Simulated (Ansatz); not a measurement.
# YSi: the cost of one run

Program: Ansatz 0.2.0. Level of theory: DFT PBEsol, scalar-relativistic, plane waves, PAW. These are calculated values, not measurements.

1 further run of the same task is left out (set aside as unsound or not needed).

## 1. The starting structure

It takes space group Cmcm (No. 63, orthorhombic). Conventional cell: a = 4.234 Å, b = 10.453 Å, c = 3.808 Å, α = 90.00°, β = 90.00°, γ = 90.00°. Y (site symmetry m2m) has 7 Si at 2.93 to 3.10 Å as nearest neighbours. Si (site symmetry m2m) has 2 Si at 2.48 Å and 7 Y at 2.93 to 3.10 Å as nearest neighbours.

Coordinates:

```
CELL_PARAMETERS angstrom
2.11708 -5.22663 0.00000
2.11708 5.22663 0.00000
0.00000 0.00000 3.80807
ATOMIC_POSITIONS crystal
Y 0.14033 0.85967 0.25000
Y 0.85967 0.14033 0.75000
Si 0.42377 0.57623 0.25000
Si 0.57623 0.42377 0.75000
```

It goes back to an entry of the Materials Project.

It is the result of an earlier relaxation at this level (volume 21.07 Å³/atom; gap on the mesh: none (metal)).

## 2. Bands, states and charges

The input, input.yaml:

```yaml
crystal:
  lattice:
    - [2.1170776308, -5.2266252461, 0.0]
    - [2.1170776308, 5.2266252461, 0.0]
    - [0.0, 0.0, 3.8080719604]
  atoms:
    - { symbol: "Y", position: [0.1403257776, 0.8596742224, 0.25] }
    - { symbol: "Y", position: [0.8596742224, 0.1403257776, 0.75] }
    - { symbol: Si, position: [0.4237684923, 0.5762315077, 0.25] }
    - { symbol: Si, position: [0.5762315077, 0.4237684923, 0.75] }
basis:
  ecutwfc: 420
kpoints:
  mp_grid: { grid: [10, 10, 12] }
  band_path:
    path:
      - [[0.0, 0.0, 0.0], [-0.5, 0.5, 0.0], [-0.29101766, 0.70898234, 0.0]]
      - [[0.29101766, 0.29101766, 0.0], [0.0, 0.0, 0.0], [0.0, 0.0, 0.5], [0.29101766, 0.29101766, 0.5]]
      - [[-0.29101766, 0.70898234, 0.5], [-0.5, 0.5, 0.5], [-0.5, 0.5, 0.0]]
      - [[0.0, 0.0, 0.0], [0.0, 0.5, 0.0], [0.0, 0.5, 0.5], [0.0, 0.0, 0.5], [-0.5, 0.5, 0.5]]
    npoints: 14
hamiltonian:
  xc: pbesol
scf:
  occupations: { method: gaussian, width: 0.1 }
  n_extra_bands: 10
output:
  forces: true
  stress: true
  eigenvalues: true
  populations: true
  dos: { projected: true, de: 0.02, nscf_kmesh: { grid: [15, 15, 18] } }
  bader: true
  write_density: true
  write_potential: true
  elf: true
  volumetric_format: npy
```

The run is started by

```bash
$ ansatz run input.yaml --threads 1 --pin off --max-ram 2560MiB --backend cpu --events-out ev --progress --plain --runs-dir out
```

What time and memory should one allow on 1 thread of Intel Xeon at 2.50GHz (Skylake/Cascade Lake), shared host?

About 3.7 min, with a peak of 0.99 GiB.
